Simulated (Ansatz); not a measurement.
# Cl2GaHSe: basis-set convergence

An exercise on one series of results from a longer session: the logs are not shown, and one member is left open.

Computed with Ansatz 0.2.0, Gaussian basis. Level: one geometry, several basis sets.

The runs, in order: PBE0-D4/def2-SVP; ωB97M-V/def2-SVP; PBE0-D4/def2-QZVPP; ωB97M-V/def2-QZVPP; the functionals' def2-TZVPP values are taken from earlier runs.

## Structure used throughout

The geometry comes from an earlier relaxation with PBE0-D4 in a triple-zeta def2 set; it is a stationary point.

SMILES `[Cl][Ga]([Cl])[SeH]`, 5 atoms, charge 0, spin multiplicity 1.

Atoms are counted from 1 here; the program's logs count them from 0.

Bond lengths: Cl1–Ga2 2.125 Å, Ga2–Cl3 2.127 Å, Ga2–Se4 2.299 Å, Se4–H5 1.470 Å. Angles: Cl1–Ga2–Cl3 117.8°, Cl1–Ga2–Se4 120.0°, Cl3–Ga2–Se4 122.1°, Ga2–Se4–H5 90.8°.

Set-up of the first run:

Contents of in.yaml:

```yaml
crystal:
  periodic: [false, false, false]
  atoms:
    - {symbol: Cl, position_ang: [1.565163, -0.816295, 1.955063]}
    - {symbol: Ga, position_ang: [0.270790, -0.384515, 0.326106]}
    - {symbol: Cl, position_ang: [-0.593279, -2.024805, -0.717044]}
    - {symbol: Se, position_ang: [-0.155413, 1.797256, -0.258205]}
    - {symbol: H, position_ang: [-1.037461, 1.354659, -1.347320]}
basis:
  gaussian: {orbitals: def2-SVP}
hamiltonian: {xc: pbe0, dispersion: d4}
output: {orbitals: {seedname: orbitals}}
```

Among the steps run: PBE0-D4 in def2-SVP; ωB97M-V in def2-SVP; PBE0-D4 in def2-QZVPP; ωB97M-V in def2-QZVPP.

One of the session's tables, all rows but one given; the rest of the session is left out.

It belongs to the step «Functionals by basis». 

| functional | basis | HOMO (eV) | LUMO (eV) |
| --- | --- | --- | --- |
| PBE0-D4 | def2-SVP | -7.82 | -1.50 |
| PBE0-D4 | def2-TZVPP | -7.94 | -1.68 |
| PBE0-D4 | def2-QZVPP | -7.96 | -1.75 |
| ωB97M-V | def2-SVP | ? | ? |
| ωB97M-V | def2-TZVPP | -10.07 | 0.23 |
| ωB97M-V | def2-QZVPP | -10.10 | 0.04 |

Q: Estimate the row for ωB97M-V, def2-SVP from the others.

As computed: HOMO (eV): -9.93; LUMO (eV): 0.50. In the column «HOMO (eV)» it lies between ωB97M-V, def2-TZVPP (-10.07) and PBE0-D4, def2-QZVPP (-7.96).
